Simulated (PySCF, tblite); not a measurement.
# C₂H₅BrClSi radical: geometry, infrared bands and EPR parameters

Aim: predict the infrared bands and EPR parameters of C₂H₅BrClSi radical (`ClCC[SiH]Br`).

Programs: tblite 0.8.0 and PySCF 2.14.0, with density-fitted response routines of our own. Each step states its level of theory. These are calculated values for one molecule in the gas phase, unless marked as measured. Atoms count from 0, in the outputs and in this text.

## 1. The molecule as given

10 atoms, charge 0, multiplicity 2; geometry from: force field or distance geometry start.

Bonds of the start (Å): Cl0–C1 1.79, C1–C2 1.54, C2–Si3 1.86, Si3–Br4 2.22, C1–H5 1.09, C1–H6 1.09, C2–H7 1.10, C2–H8 1.10, Si3–H9 1.47.

## 2. Geometry optimisation with GFN2-xTB

The job: settings as JSON, then the geometry in Å.

```
{"job": {"kind": "relax", "xc": "GFN2-xTB", "basis": "xTB"}, "charge": 0, "multiplicity": 2}
Cl    -1.990900    -0.160000     1.546500
C     -1.343700     0.077400    -0.102100
C      0.086500    -0.483300    -0.212600
Si     1.416000     0.485700     0.658000
Br     3.370400    -0.455800     0.193700
H     -1.393500     1.140200    -0.330900
H     -2.006600    -0.454900    -0.781100
H      0.342200    -0.490100    -1.277600
H      0.101600    -1.527500     0.118900
H      1.426800     1.873000     0.164800
```

On the command line:

```
$ OMP_NUM_THREADS=1 python probes_run.py task.json out
```

The driver reads the jobs from task.json and runs them one after another.

**Question.** This job is followed by: GFN2-xTB harmonic vibrations, gas phase; UKS B3LYP, def2-TZVP-core on Br, pcH-1 on C Cl H Si, non-relativistic, mean-field spin-orbit, GIAO. Predict these results of the whole session: strongest single infrared mode (GFN2-xTB); zero-point energy (GFN2-xTB); g(iso) (B3LYP); ⟨S²⟩; largest a(iso) (averaged by class); surface potential, 1st and 99th percentile.

As calculated:

| quantity | value |
| --- | --- |
| strongest single infrared mode (GFN2-xTB) | 620 cm⁻¹, 238 km/mol |
| zero-point energy (GFN2-xTB) | 40.4 kcal/mol |
| g(iso) (B3LYP) | 2.01892 |
| ⟨S²⟩ | 0.751 (exact 0.75) |
| largest a(iso) (averaged by class) | 29Si on Si3, -722.5 MHz |
| surface potential, 1st and 99th percentile | -0.55 V and 1.26 V |

In words: Relaxing lowered the energy by 0.103 eV in 70 steps; the close pair that moved most is C2–Si3, from 1.861 to 1.908 Å. No mode is imaginary among the 24: a minimum at this level. The strongest single mode, at 620 cm⁻¹, moves mainly H9. GFN2-xTB is a fitted tight-binding method: band positions and strengths are rough. Its intensities can rank the bands wrongly. Most of the unpaired spin sits on Si3 (0.83 e). The isotropic g lies 16.6 ppt above the free-electron value. The hyperfine terms hold no scalar relativity, which the heavier nuclei need.
